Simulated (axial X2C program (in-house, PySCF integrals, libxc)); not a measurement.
# HGeH: bond lengths and stretches, held linear

One table from this session's results is given with a row withheld; the runs are named, their logs left out.

Program: an in-house X2C program for linear molecules on PySCF integrals. Level of theory: all-electron X2C, two-component (2c) or spin-free, H dyall-v3z, Ge dyall-v3z. These are calculated values, not measurements.

All values are calculated.

2 further runs of the same task are left out: 2 set aside as unsound or not needed.

The first run:

task.json

```json
{"zs": [1, 32, 1], "q": 0, "bas": ["dyall-v3z", "dyall-v3z", "dyall-v3z"], "r0": [1.53, 1.53], "symm": 1, "scan": ["PBE0", "HF", "BHandHLYP"], "levels": ["PBE0", "HF", "TPSSh"], "nst": 2}
```

Keys: zs atomic numbers; q charge; bas basis sets; r0 starting distance in Å; symm equal bonds; scan levels of the two-bond scan (MP2 follows by itself at each HF point); levels methods; nst determinants followed.

The run is started by

```sh
$ python solin.py task.json out
```

Masses H 1.008, Ge 73.921, H 1.008 u.

Among the steps run: Scan at PBE0, 2c; Scan at HF, 2c; Scan at BHandHLYP, 2c.

One table of the session follows, with a row left open; its other results are not shown here.

```
               level  r(H–Ge) (Å)  r(Ge–H) (Å)  lower stretch (cm⁻¹)  upper stretch (cm⁻¹)
            PBE0, 2c        1.481        1.481                2277.9                2384.5
              HF, 2c        1.481        1.481                2341.6                2408.7
       BHandHLYP, 2c        1.472        1.472                2331.6                2434.3
             MP2, 2c        1.466        1.466                2341.8                2465.3
     PBE0, spin-free        1.480        1.480                2279.0                2385.7
       HF, spin-free        1.481        1.481                2342.6                2409.8
BHandHLYP, spin-free        1.472        1.472                2332.6                2435.5
      MP2, spin-free            ?            ?                     ?                     ?
```

**Question.** Estimate the row for MP2, spin-free.

As computed: r(H–Ge) (Å): 1.466; r(Ge–H) (Å): 1.466; lower stretch (cm⁻¹): 2342.8; upper stretch (cm⁻¹): 2466.4.

Scans not shown above were run alike.

Limits of these values: The molecule was held linear; bending was not examined, so a bent shape may lie lower.
